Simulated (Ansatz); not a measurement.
**C2H4SeSi: small, medium and large basis sets**

Aim: see how fast density functionals converge with the basis set for C2H4SeSi.

The runs use Ansatz 0.2.0, Gaussian basis; one geometry, several basis sets.

The runs, in order: PBE0-D4/def2-SVP; ωB97M-V/def2-SVP; PBE0-D4/def2-QZVPP; ωB97M-V/def2-QZVPP; the functionals' def2-TZVPP values are taken from earlier runs.

**1. The geometry**

An earlier PBE0-D4 in a triple-zeta def2 set relaxation fixed the geometry.

SMILES `C#C[Se][SiH3]`, 8 atoms, charge 0, spin multiplicity 1.

Atoms are counted from 1 here; the program's logs count them from 0.

Bond lengths: C1–C2 1.204 Å, C1–H5 1.065 Å, C2–Se3 1.826 Å, Se3–Si4 2.294 Å, Si4–H6 1.481 Å, Si4–H7 1.481 Å, Si4–H8 1.484 Å. Angles: C2–C1–H5 179.9°, C1–C2–Se3 178.7°, C2–Se3–Si4 93.7°, Se3–Si4–H6 109.9°, Se3–Si4–H7 109.9°, Se3–Si4–H8 104.8°, H6–Si4–H7 110.4°, H6–Si4–H8 110.9°, H7–Si4–H8 110.9°.

**2. PBE0-D4 in def2-SVP**

in.yaml

```yaml
crystal:
  periodic: [false, false, false]
  atoms:
    - {symbol: C, position_ang: [1.822351, 1.309123, -0.895659]}
    - {symbol: C, position_ang: [1.425727, 0.584947, -0.019288]}
    - {symbol: Se, position_ang: [0.860799, -0.510014, 1.328156]}
    - {symbol: Si, position_ang: [-1.227500, -0.793333, 0.422143]}
    - {symbol: H, position_ang: [2.174920, 1.949554, -1.669549]}
    - {symbol: H, position_ang: [-1.915793, 0.514770, 0.323460]}
    - {symbol: H, position_ang: [-1.115747, -1.420965, -0.915092]}
    - {symbol: H, position_ang: [-1.932757, -1.691283, 1.370029]}
basis:
  gaussian: {orbitals: def2-SVP}
hamiltonian: {xc: pbe0, dispersion: d4}
output: {orbitals: {seedname: orbitals}}
```

Run with:

```bash
ansatz run in.yaml --threads 2 --pin off --events-out ev --progress --plain --max-ram 4352MiB
```

Further steps of the session: ωB97M-V in def2-SVP; PBE0-D4 in def2-QZVPP; ωB97M-V in def2-QZVPP.

Q: Predict the results of all the runs planned. Wanted: PBE0-D4: double and triple zeta above quadruple; ωB97M-V: double and triple zeta above quadruple.

**Answer**, as computed:

| quantity | value |
| --- | --- |
| PBE0-D4: double and triple zeta above quadruple | 14.94, 1.76 eV |
| ωB97M-V: double and triple zeta above quadruple | 14.97, 1.68 eV |

PBE0-D4 gains 13.18 eV from double to triple zeta, then 1.76 eV more. These are total energies; as a rule much of such shifts cancels in differences, which this series doesn't test. The LUMO of ωB97M-V is positive and keeps falling with the basis (1.76 to 1.01 eV): an unbound level that the basis holds in place.
